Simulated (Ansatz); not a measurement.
Task: an active-space calculation of CH₄GeS, SMILES S=[CH][GeH3], with the Python package of Ansatz (0.2.0). Give the script and its output. Use: SC-NEVPT2, def2-SVP basis, multiplicity 1.

| atom | x (Å) | y (Å) | z (Å) |
| --- | --- | --- | --- |
| S | -0.3243 | -1.9071 | 1.1472 |
| C | -0.5529 | -1.0111 | -0.0026 |
| Ge | 0.3019 | 0.6962 | -0.0834 |
| H | -1.1077 | -1.3129 | -0.8276 |
| H | -0.0229 | 1.4012 | -1.4152 |
| H | -0.1281 | 1.5800 | 1.1260 |
| H | 1.8952 | 0.4856 | 0.0099 |

`cas.py`:
```python
# -*- coding: utf-8 -*-
"""Active-space calculation on CH4GeS."""

import ansatz

SETTINGS = {
    "basis_set": "def2-SVP",
}

geometry_ang = [
    ("S", [-0.3243, -1.9071, 1.1472]),
    ("C", [-0.5529, -1.0111, -0.0026]),
    ("Ge", [0.3019, 0.6962, -0.0834]),
    ("H", [-1.1077, -1.3129, -0.8276]),
    ("H", [-0.0229, 1.4012, -1.4152]),
    ("H", [-0.1281, 1.58, 1.126]),
    ("H", [1.8952, 0.4856, 0.0099]),
]
ch4ges = ansatz.Crystal.molecule()
for symbol, xyz in geometry_ang:
    ch4ges = ch4ges.atom(symbol, xyz)

job = (
    ch4ges.calculation()
    .basis(gaussian=SETTINGS["basis_set"])
    .correlation(active_electrons=2, active_orbitals=2)
)
for method in ["sc_nevpt2"]:
    r = (job if method is None else job.correlation(method)).run(threads=1).report
    space = r["configurations"]
    state = space["states"][0]
    print(method or "casscf", f"total {r['free_energy_ev'] / 27.211386246:.6f} Ha, active-space state {state['energy']['hartree']:.6f} Ha, mean field {r['reference_energy_ev'] / 27.211386246:.6f} Ha")
    print("  determinants", state["n_determinants"], " natural occupations", [round(n, 3) for n in space["natural_occupations"]])
print("effectively unpaired electrons, sum of min(n, 2 - n):", round(sum(min(n, 2 - n) for n in space["natural_occupations"]), 3))
```

`python cas.py` gives:
```text
sc_nevpt2 total -2513.096265 Ha, active-space state -2512.625809 Ha, mean field -2512.602464 Ha
  determinants 4  natural occupations [1.923, 0.077]
effectively unpaired electrons, sum of min(n, 2 - n): 0.153
```

Notes:
- Total energies depend on the basis set; only differences at equal settings carry meaning.
- The geometry is a force-field or estimated start, not a minimum of this method, and the basis set is short of its limit. The active space starts as a window about the frontier orbitals and is then optimised, not chosen by chemistry.
- The whole script took 5.3 s on 1 thread of Arm Neoverse V1 (shared host), peak memory 0.22 GiB.
